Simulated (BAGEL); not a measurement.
# singlet CH4ClGeO+ at 4 levels

We compute a comparison of 4 runs (HF/STO-3G, B3LYP/6-31G*, PBE0/6-31G*, RI-MP2/6-31G*) of singlet CH4ClGeO+. 

Program for the calculation: BAGEL 1.2.2.

2 further runs of the same task are left out: 1 that didn't finish, 1 set aside as unsound or not needed.

**1. The system as given**

The species is CH4ClGeO+ (8 atoms), meant as a singlet with charge +1. SMILES of the parent species: `[CH3][Ge]([OH])[Cl]`. The shape is that of a PBE0-D4/def2-TZVP optimisation. This is one conformer, not always the lowest. That shape belongs to the parent species and isn't relaxed for this state.

Bond lengths: C1–Ge2 1.958 Å, Ge2–O3 1.780 Å, Ge2–Cl4 2.184 Å, C1–H5 1.090 Å, C1–H6 1.092 Å, C1–H7 1.089 Å, O3–H8 0.961 Å. Angles: C1–Ge2–O3 104.8°, C1–Ge2–Cl4 109.0°, O3–Ge2–Cl4 106.9°, Ge2–C1–H5 109.2°, Ge2–C1–H6 107.2°, Ge2–C1–H7 109.9°, Ge2–O3–H8 113.2°, H5–C1–H6 110.0°, H5–C1–H7 110.2°, H6–C1–H7 110.2°.

**2. The energy at HF/STO-3G (density fitting with cc-pvqz-jkfit) (run 1)**

The input, hf.json:

```json
{ "bagel": [

{
  "title": "molecule",
  "basis": "sto-3g",
  "df_basis": "cc-pvqz-jkfit",
  "angstrom": "true",
  "geometry": [
    { "atom": "C", "xyz": [    0.070000,    1.235100,   -0.045900 ] },
    { "atom": "Ge", "xyz": [   -0.661500,   -0.553500,    0.272700 ] },
    { "atom": "O", "xyz": [    0.714600,   -1.504600,    0.880000 ] },
    { "atom": "Cl", "xyz": [   -1.247100,   -1.432100,   -1.639400 ] },
    { "atom": "H", "xyz": [    0.419500,    1.652400,    0.898100 ] },
    { "atom": "H", "xyz": [    0.906900,    1.122600,   -0.737600 ] },
    { "atom": "H", "xyz": [   -0.694800,    1.876200,   -0.480900 ] },
    { "atom": "H", "xyz": [    0.584600,   -2.453200,    0.797100 ] }
  ]
},
{
  "title": "hf",
  "charge": 1
},
{
  "title": "print",
  "file": "orbitals.molden",
  "orbitals": "true"
}

]}
```

On the command line:

```console
$ BAGEL_NUM_THREADS=1 BAGEL hf.json > hf.out
```

The program printed:

```text
* using 1 threads per process

  ===============================================================
  ===============================================================

  *** Geometry ***

  { "atom" : "C", "xyz" : [      0.132281,      2.334001,     -0.086738 ] },
  { "atom" : "Ge", "xyz" : [     -1.250054,     -1.045963,      0.515328 ] },
  { "atom" : "O", "xyz" : [      1.350398,     -2.843282,      1.662959 ] },
  { "atom" : "Cl", "xyz" : [     -2.356677,     -2.706277,     -3.098017 ] },
  { "atom" : "H", "xyz" : [      0.792740,      3.122583,      1.697163 ] },
  { "atom" : "H", "xyz" : [      1.713793,      2.121407,     -1.393862 ] },
  { "atom" : "H", "xyz" : [     -1.312982,      3.545504,     -0.908769 ] },
  { "atom" : "H", "xyz" : [      1.104734,     -4.635876,      1.506301 ] },

  Number of auxiliary basis functions:      782

  Since a DF basis is specified, we compute 2- and 3-index integrals:
    o Being stored without compression. Storage requirement is 0.011 GB

  Number of basis functions:       41
  Number of electrons      :       67

    * METHOD: MOLECULE                             1.10

  *** RHF ***

  === Nuclear Repulsion ===
   363.2857536708

      * DIIS with orbital gradients will be used.

  === RHF iteration (sto-3g) ===
      0      -2619.59649505          0.01300021           0.13
      1      -2619.69619934          0.00772735           0.14
      2      -2619.72239630          0.00126397           0.09
      3      -2619.72382174          0.00043119           0.08
      4      -2619.72409575          0.00015172           0.11
      5      -2619.72413341          0.00005677           0.12
      6      -2619.72413930          0.00001854           0.11
      7      -2619.72413991          0.00000746           0.11
      8      -2619.72414004          0.00000291           0.11
      9      -2619.72414006          0.00000103           0.11
     10      -2619.72414006          0.00000052           0.11
     11      -2619.72414007          0.00000022           0.10
     12      -2619.72414007          0.00000008           0.08
     13      -2619.72414007          0.00000003           0.11
     14      -2619.72414007          0.00000001           0.11
     15      -2619.72414007          0.00000000           0.11
    * SCF iteration converged.

    * Permanent dipole moment:
           (    0.252549,    -0.345407,    -1.467125) a.u.

    * METHOD: HF                                   2.05

    * METHOD: PRINT                                0.01

  ===============================================================
```

It took 3.6 s on 1 thread of Intel Xeon Platinum 8488C (Sapphire Rapids), shared host; peak memory 0.11 GiB.

**3. A single-point energy at B3LYP/6-31G(d) (density fitting with cc-pvqz-jkfit, spherical functions) (run 2)**

The input, calc.json:

```json
{ "bagel" : [

{
  "title" : "molecule",
  "basis" : "6-31gs.json",
  "df_basis" : "cc-pvqz-jkfit",
  "angstrom" : "true",
  "geometry" : [
    { "atom" : "C", "xyz" : [    0.070000,    1.235100,   -0.045900 ] },
    { "atom" : "Ge", "xyz" : [   -0.661500,   -0.553500,    0.272700 ] },
    { "atom" : "O", "xyz" : [    0.714600,   -1.504600,    0.880000 ] },
    { "atom" : "Cl", "xyz" : [   -1.247100,   -1.432100,   -1.639400 ] },
    { "atom" : "H", "xyz" : [    0.419500,    1.652400,    0.898100 ] },
    { "atom" : "H", "xyz" : [    0.906900,    1.122600,   -0.737600 ] },
    { "atom" : "H", "xyz" : [   -0.694800,    1.876200,   -0.480900 ] },
    { "atom" : "H", "xyz" : [    0.584600,   -2.453200,    0.797100 ] }
  ]
},
{
  "title" : "ks",
  "xc_func" : "b3lyp",
  "charge" : 1
},
{
  "title" : "print",
  "file" : "orbitals.molden",
  "orbitals" : "true"
}

]}
```

The basis set 6-31G* is read from a file made from the Basis Set Exchange's data (not shown).

On the command line:

```console
$ BAGEL_NUM_THREADS=1 BAGEL calc.json > calc.out
```

The program printed:

```text
* using 1 threads per process

  ===============================================================
  ===============================================================

  *** Geometry ***

  { "atom" : "C", "xyz" : [      0.132281,      2.334001,     -0.086738 ] },
  { "atom" : "Ge", "xyz" : [     -1.250054,     -1.045963,      0.515328 ] },
  { "atom" : "O", "xyz" : [      1.350398,     -2.843282,      1.662959 ] },
  { "atom" : "Cl", "xyz" : [     -2.356677,     -2.706277,     -3.098017 ] },
  { "atom" : "H", "xyz" : [      0.792740,      3.122583,      1.697163 ] },
  { "atom" : "H", "xyz" : [      1.713793,      2.121407,     -1.393862 ] },
  { "atom" : "H", "xyz" : [     -1.312982,      3.545504,     -0.908769 ] },
  { "atom" : "H", "xyz" : [      1.104734,     -4.635876,      1.506301 ] },

  Number of auxiliary basis functions:      782

  Since a DF basis is specified, we compute 2- and 3-index integrals:
    o Being stored without compression. Storage requirement is 0.046 GB

  Number of basis functions:       86
  Number of electrons      :       67

    * METHOD: MOLECULE                             0.98

  *** Kohn-Sham DFT ***

    * Removing 14810 points whose weight is below 1.00e-10
    * Grid points: 104438

  === Nuclear Repulsion ===
   363.2857536708

       - DIIS with orbital gradients will be used.

  === KS iteration (b3lyp / 6-31gs.json) ===
      0      -2553.28725499          0.11772435           0.80
      1      -2366.32143119          0.21516360           0.80
      2      -2539.52542316          0.10595527           0.90
      3      -2559.71335517          0.19110082           0.80
      4      -2567.13292072          0.17028350           0.69
      5      -2567.01645327          0.17072294           0.83
      6      -2567.55799161          0.17025988           0.91
      7      -2565.55292245          0.18140137           0.89
      8      -2543.52263695          0.13188336           0.90
      9      -2649.30268606          0.07134545           0.93
     10      -2575.84496512          0.16677781           0.85
     11      -2577.21028931          0.16971933           0.67
     12      -2581.03852889          0.18877879           0.73
     13      -2594.81582313          0.26325587           0.60
     14      -2644.18189134          0.09914040           0.66
     15      -2640.98951019          0.12079830           0.84
     16      -2650.94668038          0.06196578           0.72
     17      -2650.75310789          0.05051196           0.67
     18      -2652.36651724          0.00896584           0.75
     19      -2652.35973584          0.00982599           0.70
     20      -2652.41298393          0.00294297           0.62
     21      -2652.42113848          0.00085678           0.61
     22      -2652.42174948          0.00034515           0.68
     23      -2652.42179993          0.00007544           0.69
     24      -2652.42180344          0.00001312           0.65
     25      -2652.42180351          0.00000973           0.63
     26      -2652.42180358          0.00000241           0.65
     27      -2652.42180358          0.00000126           0.66
     28      -2652.42180358          0.00000058           0.83
     29      -2652.42180358          0.00000023           0.82
     30      -2652.42180358          0.00000012           0.83
     31      -2652.42180358          0.00000004           0.85
     32      -2652.42180358          0.00000005           0.82
     33      -2652.42180358          0.00000001           0.84
     34      -2652.42180358          0.00000001           0.71
    * SCF iteration converged.

    * Permanent dipole moment:
           (    0.090617,    -0.605536,    -0.733525) a.u.

    * METHOD: KS                                  27.15

    * METHOD: PRINT                                0.01

  ===============================================================
```

Run time: 29 s. Hardware: 1 thread of Intel Xeon Platinum 8488C (Sapphire Rapids), shared host; peak memory 0.5 GiB.

Run 3 isn't shown in full; the table further down has it.

**4. The energy at RI-MP2/6-31G(d) (density fitting with cc-pvqz-jkfit, spherical functions) (run 4)**

The input, job.json:

```json
{ "bagel": [

{
  "title": "molecule",
  "basis": "6-31gs.json",
  "df_basis": "cc-pvqz-jkfit",
  "angstrom": true,
  "geometry": [
    { "atom": "C", "xyz": [       0.070000,       1.235100,      -0.045900 ] },
    { "atom": "Ge", "xyz": [      -0.661500,      -0.553500,       0.272700 ] },
    { "atom": "O", "xyz": [       0.714600,      -1.504600,       0.880000 ] },
    { "atom": "Cl", "xyz": [      -1.247100,      -1.432100,      -1.639400 ] },
    { "atom": "H", "xyz": [       0.419500,       1.652400,       0.898100 ] },
    { "atom": "H", "xyz": [       0.906900,       1.122600,      -0.737600 ] },
    { "atom": "H", "xyz": [      -0.694800,       1.876200,      -0.480900 ] },
    { "atom": "H", "xyz": [       0.584600,      -2.453200,       0.797100 ] }
  ]
},

{
  "title": "hf",
  "charge": 1
},

{
  "title": "mp2",
  "charge": 1,
  "ncore": 16
}

]}
```

The basis set 6-31G* is read from a file made from the Basis Set Exchange's data (not shown).

On the command line:

```console
$ BAGEL_NUM_THREADS=1 BAGEL job.json > job.out
```

The program printed:

```text
* using 1 threads per process

  ===============================================================
  ===============================================================

  *** Geometry ***

  { "atom" : "C", "xyz" : [      0.132281,      2.334001,     -0.086738 ] },
  { "atom" : "Ge", "xyz" : [     -1.250054,     -1.045963,      0.515328 ] },
  { "atom" : "O", "xyz" : [      1.350398,     -2.843282,      1.662959 ] },
  { "atom" : "Cl", "xyz" : [     -2.356677,     -2.706277,     -3.098017 ] },
  { "atom" : "H", "xyz" : [      0.792740,      3.122583,      1.697163 ] },
  { "atom" : "H", "xyz" : [      1.713793,      2.121407,     -1.393862 ] },
  { "atom" : "H", "xyz" : [     -1.312982,      3.545504,     -0.908769 ] },
  { "atom" : "H", "xyz" : [      1.104734,     -4.635876,      1.506301 ] },

  Number of auxiliary basis functions:      782

  Since a DF basis is specified, we compute 2- and 3-index integrals:
    o Being stored without compression. Storage requirement is 0.046 GB

  Number of basis functions:       86
  Number of electrons      :       67

    * METHOD: MOLECULE                             0.86

  *** RHF ***

  === Nuclear Repulsion ===
   363.2857536708

      * DIIS with orbital gradients will be used.

  === RHF iteration (6-31gs.json) ===
      0      -2649.12019515          0.01854381           0.24
      1      -2649.22201777          0.01572738           0.19
      2      -2649.34659199          0.00163374           0.19
      3      -2649.34885685          0.00056085           0.19
      4      -2649.34919499          0.00014213           0.22
      5      -2649.34922193          0.00005753           0.20
      6      -2649.34922574          0.00002460           0.21
      7      -2649.34922700          0.00000836           0.19
      8      -2649.34922714          0.00000502           0.18
      9      -2649.34922717          0.00000218           0.19
     10      -2649.34922718          0.00000067           0.19
     11      -2649.34922718          0.00000035           0.19
     12      -2649.34922718          0.00000014           0.25
     13      -2649.34922718          0.00000007           0.26
     14      -2649.34922718          0.00000003           0.19
     15      -2649.34922718          0.00000002           0.20
     16      -2649.34922718          0.00000001           0.29
    * SCF iteration converged.

    * Permanent dipole moment:
           (    0.428542,    -0.702630,    -0.998064) a.u.

    * METHOD: HF                                   4.02

  *** RHF ***

  === Nuclear Repulsion ===
   363.2857536708

      * DIIS with orbital gradients will be used.

  === RHF iteration (6-31gs.json) ===
      0      -2649.34922718          0.00000000           0.24
    * SCF iteration converged.

    * Permanent dipole moment:
           (    0.428541,    -0.702630,    -0.998065) a.u.

  === DF-MP2 calculation ===

    * freezing 16 orbitals
    * 3-index integral transformation done
    * assembly done

      MP2 correlation energy:   -0.6853554585      0.11

      MP2 total energy:       -2650.0345826424

    * METHOD: MP2                                  0.63

  ===============================================================
```

It took 6 s on 1 thread of Intel Xeon Platinum 8488C (Sapphire Rapids), shared host; peak memory 0.2 GiB.

**5. All runs side by side**

```csv
run,level,frozen core orbitals,energy (Eh),HOMO energy (eV),LUMO energy (eV),HOMO–LUMO gap (eV),wall time
1,HF/STO-3G (density fitting with cc-pvqz-jkfit),–,-2619.724140,-16.42,-5.58,10.84,3.6 s
2,"B3LYP/6-31G* (density fitting with cc-pvqz-jkfit, spherical functions)",–,-2652.421804,-14.34,-10.69,3.65,29 s
3,"PBE0/6-31G* (density fitting with cc-pvqz-jkfit, spherical functions)",–,-2651.818523,-14.65,-10.49,4.15,28 s
4,"RI-MP2/6-31G* (density fitting with cc-pvqz-jkfit, spherical functions)",16,-2650.034583,–,–,–,6 s
```

**6. What came out**

| quantity | value |
| --- | --- |
| run 4: total energy | -2650.03458 Eh |
| run 4: correlation energy (16 core orbitals frozen) | -685.4 mEh |

What this shows: Over runs 1, 2, 3 the HOMO–LUMO gap runs from 3.65 eV (B3LYP/6-31G*) to 10.84 eV (HF/STO-3G). The two ends differ in method and basis. Totals of different functionals can't be ranked against each other. In run 1 the basis is minimal, so the values are rough. All runs together took 66 s, the longest 29 s.
